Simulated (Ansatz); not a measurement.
**C8H18O: basis-set convergence**

The task here is to estimate one member of a computed series from the others.

Program: Ansatz 0.2.0, Gaussian basis. Level of theory: one geometry, several basis sets. These are calculated values, not measurements.

Plan: PBE0-D4/def2-SVP; ωB97M-V/def2-SVP; PBE0-D4/def2-QZVPP; ωB97M-V/def2-QZVPP; the functionals' def2-TZVPP values are taken from earlier runs.

## The geometry

The geometry comes from an earlier relaxation with PBE0-D4 in a triple-zeta def2 set; it is a stationary point, not always the lowest conformer.

SMILES `CCCCCCCCO`, 27 atoms, charge 0, spin multiplicity 1.

Atoms are counted from 1 here; the program's logs count them from 0.

Bond lengths: C1–C2 1.520 Å, C1–H10 1.092 Å, C1–H11 1.092 Å, C1–H12 1.094 Å, C2–C3 1.523 Å, C2–H13 1.095 Å, C2–H14 1.097 Å, C3–C4 1.521 Å, C3–H15 1.098 Å, C3–H16 1.096 Å, C4–C5 1.521 Å, C4–H17 1.098 Å, C4–H18 1.094 Å, C5–C6 1.522 Å, C5–H19 1.096 Å, C5–H20 1.098 Å, C6–C7 1.520 Å, C6–H21 1.096 Å and more. Angles: C2–C1–H10 111.9°, C2–C1–H11 111.2°, C2–C1–H12 111.0°, H10–C1–H11 107.4°, H10–C1–H12 107.6°, H11–C1–H12 107.6°, C1–C2–C3 114.1°, C1–C2–H13 109.0°, C1–C2–H14 109.5°, C3–C2–H13 108.8°, C3–C2–H14 109.1°, H13–C2–H14 106.0°, C2–C3–C4 114.5°, C2–C3–H15 109.2°, C2–C3–H16 109.0°, C4–C3–H15 109.2°, C4–C3–H16 108.7°, H15–C3–H16 106.0° and more.

Set-up of the first run:

in.yaml

```yaml
crystal:
  periodic: [false, false, false]
  atoms:
    - {symbol: C, position_ang: [-2.192694, -2.617544, -0.987499]}
    - {symbol: C, position_ang: [-2.451335, -1.307045, -1.713584]}
    - {symbol: C, position_ang: [-2.122963, -0.066351, -0.893074]}
    - {symbol: C, position_ang: [-0.649285, 0.092012, -0.553358]}
    - {symbol: C, position_ang: [-0.355232, 1.374473, 0.209738]}
    - {symbol: C, position_ang: [1.120683, 1.613667, 0.496828]}
    - {symbol: C, position_ang: [1.742256, 0.613559, 1.458576]}
    - {symbol: C, position_ang: [3.211679, 0.875339, 1.729020]}
    - {symbol: O, position_ang: [4.017628, 0.782548, 0.570786]}
    - {symbol: H, position_ang: [-1.134665, -2.749428, -0.749613]}
    - {symbol: H, position_ang: [-2.499473, -3.473101, -1.593604]}
    - {symbol: H, position_ang: [-2.750348, -2.660434, -0.047056]}
    - {symbol: H, position_ang: [-3.504574, -1.265105, -2.010216]}
    - {symbol: H, position_ang: [-1.873931, -1.284361, -2.645501]}
    - {symbol: H, position_ang: [-2.707314, -0.082990, 0.035991]}
    - {symbol: H, position_ang: [-2.454634, 0.822653, -1.442015]}
    - {symbol: H, position_ang: [-0.061860, 0.082612, -1.481087]}
    - {symbol: H, position_ang: [-0.312496, -0.770897, 0.029409]}
    - {symbol: H, position_ang: [-0.745105, 2.221341, -0.366657]}
    - {symbol: H, position_ang: [-0.915856, 1.369510, 1.153456]}
    - {symbol: H, position_ang: [1.246387, 2.619080, 0.915250]}
    - {symbol: H, position_ang: [1.684345, 1.605777, -0.441888]}
    - {symbol: H, position_ang: [1.633270, -0.408225, 1.073594]}
    - {symbol: H, position_ang: [1.204866, 0.634512, 2.415051]}
    - {symbol: H, position_ang: [3.348805, 1.895881, 2.098084]}
    - {symbol: H, position_ang: [3.575980, 0.194760, 2.511055]}
    - {symbol: H, position_ang: [3.945866, -0.112250, 0.228328]}
basis:
  gaussian: {orbitals: def2-SVP}
hamiltonian: {xc: pbe0, dispersion: d4}
output: {orbitals: {seedname: orbitals}}
```

The run is started by

```
> ansatz run in.yaml --threads 5 --pin off --events-out ev --progress --plain --max-ram 66560MiB --backend cpu
```

Among the steps run: PBE0-D4 in def2-SVP; ωB97M-V in def2-SVP; PBE0-D4 in def2-QZVPP; ωB97M-V in def2-QZVPP.

One table of the session follows, with a row left open; its other results are not shown here.

It belongs to the step «Density functionals: the series». 

```
functional       basis  HOMO (eV)  LUMO (eV)
   PBE0-D4    def2-SVP          ?          ?
   PBE0-D4  def2-TZVPP      -7.72       0.98
   PBE0-D4  def2-QZVPP      -7.77       0.53
   ωB97M-V    def2-SVP      -9.97       3.28
   ωB97M-V  def2-TZVPP     -10.15       2.37
   ωB97M-V  def2-QZVPP     -10.19       1.64
```

Q: Estimate the row for PBE0-D4, def2-SVP from the others.

**Answer.** HOMO (eV): -7.53; LUMO (eV): 1.64. In the column «HOMO (eV)» it is the highest.
